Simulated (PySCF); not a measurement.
# InBr3: electronic structure in real space

For InBr3, the scripts below analyse its density (charges, bond critical points, surface potential), see where an electron leaves and enters and measure its response to a uniform field.

Program: PySCF 2.14.0. Level of theory: levels as typed in each script, gas phase, geometry from GFN2-xTB. These are calculated values, not measurements.

## Step 1: Starting geometry

SMILES `Br[In](Br)Br`, 4 atoms, charge 0, spin multiplicity 1.

Bond lengths: Br1–In2 2.492 Å, In2–Br3 2.492 Å, In2–Br4 2.490 Å. Angles: Br1–In2–Br3 119.9°, Br1–In2–Br4 120.0°, Br3–In2–Br4 120.0°.

As a file:

```csv
atom,x (Å),y (Å),z (Å)
Br1,1.40736,-2.05642,0.00000
In2,-0.00107,0.00000,0.00000
Br3,1.07798,2.24659,0.00000
Br4,-2.48384,-0.19017,0.00000
```

## Step 2: Density, bond paths and surface potential (PBE/def2-tzvp)

File input.py:

```python
import numpy as np
from pyscf import gto, scf, dft
from pyscf.scf import atom_ks, atom_hf
from scipy.linalg import block_diag

def solve(mol, dm0=None, hcore=None):
    mf = (dft.UKS if mol.spin else dft.RKS)(mol, xc='pbe')
    mf.grids.level = 3
    mf = mf.density_fit(auxbasis='def2-universal-jkfit')
    mf.conv_tol, mf.max_cycle = 1e-8, 80
    if hcore is not None:
        mf.get_hcore = lambda *args: hcore
    mf.kernel(dm0)
    if not mf.converged:
        mf = mf.newton().run(mf.mo_coeff, mf.mo_occ, max_cycle=30)
    assert mf.converged, 'SCF not converged'
    return mf

mol = gto.M(atom='''
Br     1.40736    -2.05642     0.00000
In    -0.00107     0.00000     0.00000
Br     1.07798     2.24659     0.00000
Br    -2.48384    -0.19017     0.00000
''', basis='def2-tzvp', ecp={'In': 'def2-tzvp'}, charge=0, spin=0, verbose=4)
mf = solve(mol)
mf.analyze()
# spherically averaged free atoms, for the promolecule
atom_ks.AtomSphAverageRKS.init_guess_by_vsap = lambda self, mol=None: self.init_guess_by_minao(mol)  # core potentials
atm = atom_ks.get_atm_nrks(mol, xc='pbe')
pro = block_diag(*[(atm[a[0]][2] * atm[a[0]][3]) @ atm[a[0]][2].T for a in mol._atom])
np.savez('result.npz', e=mf.e_tot, c=mf.mo_coeff, occ=mf.mo_occ, eps=mf.mo_energy, pro=pro, dip=mf.dip_moment(verbose=0), s2=mf.spin_square()[0])
```

Command:

```sh
$ OMP_NUM_THREADS=1 python input.py
```

## Step 4: Removing and adding an electron (PBE/def2-tzvp)

File input.py:

```python
import numpy as np
from pyscf import gto, scf, dft
from pyscf.scf import atom_ks, atom_hf
from scipy.linalg import block_diag

def solve(mol, dm0=None, hcore=None):
    mf = (dft.UKS if mol.spin else dft.RKS)(mol, xc='pbe')
    mf.grids.level = 3
    mf = mf.density_fit(auxbasis='def2-universal-jkfit')
    mf.conv_tol, mf.max_cycle = 1e-8, 80
    if hcore is not None:
        mf.get_hcore = lambda *args: hcore
    mf.kernel(dm0)
    if not mf.converged:
        mf = mf.newton().run(mf.mo_coeff, mf.mo_occ, max_cycle=30)
    assert mf.converged, 'SCF not converged'
    return mf

mol = gto.M(atom='''
Br     1.40736    -2.05642     0.00000
In    -0.00107     0.00000     0.00000
Br     1.07798     2.24659     0.00000
Br    -2.48384    -0.19017     0.00000
''', basis='def2-tzvp', ecp={'In': 'def2-tzvp'}, charge=0, spin=0, verbose=4)
mf = solve(mol)
out = dict(e0=mf.e_tot, dm0=mf.make_rdm1(), c=mf.mo_coeff, occ=mf.mo_occ, eps=mf.mo_energy)
for name, dq, spin in [('cation', 1, 1)]:
    ion = mol.copy().set(charge=mol.charge + dq, spin=spin).build()
    mi = solve(ion)
    if spin and dq > 0 and mol.nao < 130:
        c, _, stable, _ = mi.stability(return_status=True)
        if not stable:
            mi = solve(ion, mi.make_rdm1(c, mi.mo_occ))
    print(name, 'vertical energy change / eV', (mi.e_tot - mf.e_tot) * 27.211386)
    out.update({'e_' + name: mi.e_tot, 'dm_' + name: mi.make_rdm1(), 's2_' + name: mi.spin_square()[0], 'eps_' + name: mi.mo_energy, 'occ_' + name: mi.mo_occ})
# spherically averaged free atoms, for the promolecule
atom_ks.AtomSphAverageRKS.init_guess_by_vsap = lambda self, mol=None: self.init_guess_by_minao(mol)  # core potentials
atm = atom_ks.get_atm_nrks(mol, xc='pbe')
pro = block_diag(*[(atm[a[0]][2] * atm[a[0]][3]) @ atm[a[0]][2].T for a in mol._atom])
np.savez('result.npz', pro=pro, **out)
```

## Step 6: Response to an electric field (PBE/def2-tzvp)

File input.py:

```python
import numpy as np
from pyscf import gto, scf, dft
from pyscf.scf import atom_ks, atom_hf
from scipy.linalg import block_diag

def solve(mol, dm0=None, hcore=None):
    mf = (dft.UKS if mol.spin else dft.RKS)(mol, xc='pbe')
    mf.grids.level = 3
    mf = mf.density_fit(auxbasis='def2-universal-jkfit')
    mf.conv_tol, mf.max_cycle = 1e-8, 80
    if hcore is not None:
        mf.get_hcore = lambda *args: hcore
    mf.kernel(dm0)
    if not mf.converged:
        mf = mf.newton().run(mf.mo_coeff, mf.mo_occ, max_cycle=30)
    assert mf.converged, 'SCF not converged'
    return mf

mol = gto.M(atom='''
Br     1.40736    -2.05642     0.00000
In    -0.00107     0.00000     0.00000
Br     1.07798     2.24659     0.00000
Br    -2.48384    -0.19017     0.00000
''', basis='def2-tzvp', ecp={'In': 'def2-tzvp'}, charge=0, spin=0, verbose=4)
field = np.array([0.004, 0.0, 0.0])  # atomic units
mol.set_common_orig(mol.atom_charges() @ mol.atom_coords() / mol.atom_charges().sum())
mf = solve(mol)
out = dict(dm0=mf.make_rdm1(), d0=mf.dip_moment(unit='AU'), e0=mf.e_tot)
for name, sign in (('p', 1), ('m', -1)):
    h = mf.get_hcore() + sign * np.einsum('x,xij->ij', field, mol.intor('int1e_r'))
    mi = solve(mol, mf.make_rdm1(), h)
    out.update({'dm' + name: mi.make_rdm1(), 'd' + name: mi.dip_moment(unit='AU'), 'e' + name: mi.e_tot})
# spherically averaged free atoms, for the promolecule
atom_ks.AtomSphAverageRKS.init_guess_by_vsap = lambda self, mol=None: self.init_guess_by_minao(mol)  # core potentials
atm = atom_ks.get_atm_nrks(mol, xc='pbe')
pro = block_diag(*[(atm[a[0]][2] * atm[a[0]][3]) @ atm[a[0]][2].T for a in mol._atom])
np.savez('result.npz', pro=pro, **out)
```

(Steps that only read results are left out.)

Q: Predict the outcome of this session. Wanted: dipole moment; HOMO, LUMO; vertical ionisation energy; polarisability along the field.

As calculated:

```
                                      quantity            value
                 dipole moment (PBE/def2-tzvp)           0.01 D
                    HOMO, LUMO (PBE/def2-tzvp)  -7.44, -4.16 eV
    vertical ionisation energy (PBE/def2-tzvp)          9.94 eV
polarisability along the field (PBE/def2-tzvp)      124.0 bohr³
```

In words: At PBE/def2-tzvp: The highest Hirshfeld charge is on In2 (+0.47 e), the lowest on Br1, Br3 and Br4 (−0.16 e). The ionisation energy from two SCF runs, 9.94 eV, lies 2.5 eV above −ε(HOMO) = 7.44 eV of the same level, PBE/def2-tzvp, since self-interaction lifts this functional's HOMO. All values hold at the given geometry, in the gas phase.
